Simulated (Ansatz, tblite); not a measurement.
# C₁₀H₂₁CuS: rung by rung

Aim: run the singlet of C₁₀H₂₁CuS at one geometry on many levels, and compare frontier levels, spin and run time.

The runs use Ansatz 0.2.0, Gaussian basis; as each input shows.

Plan: GFN1-xTB, GFN2-xTB, PBE-D4/def2-TZVP, r2SCAN-D4/def2-TZVP, BLYP-D4/def2-TZVP, BHLYP-D4/def2-TZVP, PBE-D4/def2-SVP, PBE0-D4/def2-SVP, HF/STO-3G, HF/6-31G, B3LYP-D4/6-31G, MP2/def2-SVP, RPA/def2-SVP.

4 further runs of the same task are left out: 4 that didn't finish.

## (1) The relaxed structure

The geometry is that of the singlet, from an earlier relaxation (r2SCAN-D4/def2-SVP).

SMILES `CCCCCCCCCC[S][Cu]`, 33 atoms, charge 0, spin multiplicity 1.

Bond lengths: C1–C2 1.524 Å, C1–H13 1.101 Å, C1–H14 1.103 Å, C1–H15 1.103 Å, C2–C3 1.527 Å, C2–H16 1.106 Å, C2–H17 1.106 Å, C3–C4 1.526 Å, C3–H18 1.107 Å, C3–H19 1.107 Å, C4–C5 1.526 Å, C4–H20 1.107 Å, C4–H21 1.107 Å, C5–C6 1.526 Å, C5–H22 1.107 Å, C5–H23 1.107 Å, C6–C7 1.528 Å, C6–H24 1.106 Å and more. Angles: C2–C1–H13 111.8°, C2–C1–H14 111.2°, C2–C1–H15 111.2°, H13–C1–H14 107.6°, H13–C1–H15 107.6°, H14–C1–H15 107.3°, C1–C2–C3 113.3°, C1–C2–H16 109.7°, C1–C2–H17 109.7°, C3–C2–H16 109.1°, C3–C2–H17 109.0°, H16–C2–H17 105.7°, C2–C3–C4 113.7°, C2–C3–H18 109.3°, C2–C3–H19 109.3°, C4–C3–H18 109.3°, C4–C3–H19 109.3°, H18–C3–H19 105.6° and more.

No spin-orbit coupling is included.

PBE0-D4/def2-TZVP was run before; its log isn't repeated, and its numbers join the tables.

## (2) GFN1-xTB

Tight binding, by tblite at 300 K electronic temperature and without a spin-polarisation term:

```python
tblite.interface.Calculator('GFN1-xTB', numbers, positions, charge=0, uhf=0).singlepoint()
```

Energy -1107.1417 eV, HOMO -10.53 eV, LUMO -7.55 eV; 0.044 s.

## (3) GFN2-xTB

Tight binding, by tblite at 300 K electronic temperature and without a spin-polarisation term:

```python
tblite.interface.Calculator('GFN2-xTB', numbers, positions, charge=0, uhf=0).singlepoint()
```

Energy -1068.2363 eV, HOMO -8.88 eV, LUMO -5.07 eV; 0.035 s.

## (4) PBE-D4/def2-TZVP

start.molden holds the orbitals of an earlier run on this state, given as this run's starting guess.

File in.yaml:

```yaml
crystal:
  periodic: [false, false, false]
  atoms:
    - {symbol: C, position_ang: [-5.548865, -0.090550, 1.370142]}
    - {symbol: C, position_ang: [-4.051607, -0.211492, 1.629082]}
    - {symbol: C, position_ang: [-3.195468, 0.225279, 0.442521]}
    - {symbol: C, position_ang: [-1.694992, 0.104543, 0.692631]}
    - {symbol: C, position_ang: [-0.836818, 0.523215, -0.497819]}
    - {symbol: C, position_ang: [0.663229, 0.404344, -0.241571]}
    - {symbol: C, position_ang: [1.516524, 0.783059, -1.450804]}
    - {symbol: C, position_ang: [3.023942, 0.786782, -1.189807]}
    - {symbol: C, position_ang: [3.595712, -0.575452, -0.799633]}
    - {symbol: C, position_ang: [5.107804, -0.569560, -0.609063]}
    - {symbol: S, position_ang: [5.830200, -2.216182, -0.230810]}
    - {symbol: Cu, position_ang: [4.366060, -2.878287, 1.133571]}
    - {symbol: H, position_ang: [-6.141125, -0.413688, 2.240524]}
    - {symbol: H, position_ang: [-5.831023, 0.950857, 1.142707]}
    - {symbol: H, position_ang: [-5.855269, -0.708775, 0.510007]}
    - {symbol: H, position_ang: [-3.776293, 0.390590, 2.514947]}
    - {symbol: H, position_ang: [-3.801625, -1.257032, 1.889034]}
    - {symbol: H, position_ang: [-3.468025, -0.376323, -0.445865]}
    - {symbol: H, position_ang: [-3.440333, 1.272422, 0.180130]}
    - {symbol: H, position_ang: [-1.420675, 0.714746, 1.574526]}
    - {symbol: H, position_ang: [-1.453977, -0.940871, 0.966020]}
    - {symbol: H, position_ang: [-1.079245, 1.566311, -0.777068]}
    - {symbol: H, position_ang: [-1.106564, -0.091785, -1.377625]}
    - {symbol: H, position_ang: [0.890325, -0.631986, 0.070440]}
    - {symbol: H, position_ang: [0.940721, 1.045551, 0.617793]}
    - {symbol: H, position_ang: [1.211233, 1.785866, -1.801582]}
    - {symbol: H, position_ang: [1.291921, 0.090832, -2.284561]}
    - {symbol: H, position_ang: [3.257357, 1.522513, -0.396644]}
    - {symbol: H, position_ang: [3.545359, 1.143329, -2.096757]}
    - {symbol: H, position_ang: [3.138168, -0.926370, 0.150621]}
    - {symbol: H, position_ang: [3.331183, -1.335814, -1.557452]}
    - {symbol: H, position_ang: [5.600110, -0.240117, -1.541977]}
    - {symbol: H, position_ang: [5.392027, 0.154033, 0.174349]}
basis:
  gaussian: {orbitals: def2-TZVP, initial_orbitals: start.molden}
hamiltonian: {xc: pbe, dispersion: d4}
scf: {omitted_lower_state_checks: [starts]}
output: {forces: true, orbitals: {seedname: orbitals}}
```

On the command line:

```bash
$ ansatz run in.yaml --threads 4 --pin off --events-out ev --progress --plain --max-ram 6963MiB
```

Further steps of the session: r2SCAN-D4/def2-TZVP; BLYP-D4/def2-TZVP; BHLYP-D4/def2-TZVP; PBE-D4/def2-SVP; PBE0-D4/def2-SVP; HF/STO-3G; HF/6-31G; B3LYP-D4/6-31G; MP2/def2-SVP; RPA/def2-SVP.

Before running them: what should the planned runs give, taken together? Wanted: gap in def2-TZVP, named functionals, smallest and largest; correlation energy, MP2/def2-SVP; binding an atom, functionals in def2-TZVP; PBE0 total energy, smallest basis above largest.

**Answer**, as computed:

| quantity | value |
| --- | --- |
| gap in def2-TZVP, named functionals, smallest and largest | 1.41 eV (BLYP-D4), 5.12 eV (BHLYP-D4) |
| correlation energy, MP2/def2-SVP | -51.09 eV |
| binding an atom, functionals in def2-TZVP | 3.97 (BHLYP-D4) to 4.14 eV (PBE-D4) |
| PBE0 total energy, smallest basis above largest | 21.56 eV (def2-SVP, def2-TZVP) |

**Reading.** Orbital gaps of the named functionals in def2-TZVP span 1.41 eV (BLYP-D4) to 5.12 eV (BHLYP-D4); exact exchange widens it.
